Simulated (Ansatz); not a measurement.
**TlPt: further runs on the relaxed cell**

One table from this session's results is given with a row withheld; the runs are named, their logs left out.

Method: DFT PBE, scalar-relativistic, plane waves, PAW, in Ansatz 0.2.0.

## The system as given

It takes space group P6/mmm (No. 191, hexagonal). Conventional cell: a = 6.587 Å, b = 6.587 Å, c = 3.981 Å, α = 90.00°, β = 90.00°, γ = 120.00°. Tl (site symmetry mmm) has 6 Pt at 2.75 to 3.29 Å and 4 Tl at 3.29 Å in its first shell of neighbours. Around Pt (site symmetry 6/mmm) lie 6 Tl at 3.29 Å. Around Pt (site symmetry -6m2) lie 6 Tl at 2.75 Å.

Coordinates:

```
CELL_PARAMETERS angstrom
6.58714 0.00000 0.00000
-3.29357 5.70463 0.00000
0.00000 0.00000 3.98073
ATOMIC_POSITIONS crystal
Tl 0.50000 0.00000 0.00000
Tl 0.50000 0.50000 0.00000
Tl 0.00000 0.50000 0.00000
Pt 0.00000 0.00000 0.00000
Pt 0.33333 0.66667 0.50000
Pt 0.66667 0.33333 0.50000
```

It is the result of an earlier relaxation at this level (volume 24.93 Å³/atom; gap on the mesh: none (metal)).

The first run:

input.yaml

```yaml
crystal:
  lattice:
    - [6.5205991077, 0.0, 0.0]
    - [-3.2602995539, 5.6470044752, 0.0]
    - [0.0, 0.0, 3.9405200896]
  atoms:
    - { symbol: Tl, position: [0.5, 0.0, 0.0] }
    - { symbol: Tl, position: [0.5, 0.5, 0.0] }
    - { symbol: Tl, position: [0.0, 0.5, 0.0] }
    - { symbol: Pt, position: [0.0, 0.0, 0.0] }
    - { symbol: Pt, position: [0.3333333333, 0.6666666667, 0.5] }
    - { symbol: Pt, position: [0.6666666667, 0.3333333333, 0.5] }
basis:
  ecutwfc: 420
kpoints:
  mp_grid: { grid: [6, 6, 8] }
hamiltonian:
  xc: pbe
scf:
  occupations: { method: gaussian, width: 0.1 }
output:
  forces: true
  stress: true
  eigenvalues: true
relax:
  adjacent_minimum: "off"
  f_tol: 0.01
  max_steps: 30
  cell: { stress_tol: 0.1, fix: [volume] }
```

The run is started by

```sh
> ansatz run input.yaml --threads 1 --pin off --max-ram 2560MiB --backend cpu --events-out ev --progress --plain --runs-dir out
```

Among the steps run: The cell scaled to 0.97 of its volume; Point at V/V0 = 1.03; Volume × 0.94; Volume × 1.06.

One of the session's tables, all rows but one given; the rest of the session is left out.

It belongs to the step «Fit of the equation of state». 

```
volume (Å³/atom)  energy above the lowest point (meV/atom)  pressure (GPa)
          23.435                                      14.5            3.32
          24.183                                       3.4            1.40
          24.931                                       0.0            0.02
          25.679                                         ?               ?
          26.427                                       9.8           -1.25
```

Estimate the missing values for volume (Å³/atom) = 25.679.

Worked estimate for «energy above the lowest point (meV/atom)». A straight line through the neighbours (24.931, 0.0) and (26.427, 9.8) gives 0.0 + (9.8 − 0.0) × (25.679 − 24.931) / (26.427 − 24.931) = 4.9; a parabola fitted to 3 rows on both sides gives 2.1.

As computed: energy above the lowest point (meV/atom): 2.9; pressure (GPa): -1.19. In «energy above the lowest point (meV/atom)» the line misses by +2.0 and the parabola by -0.8.
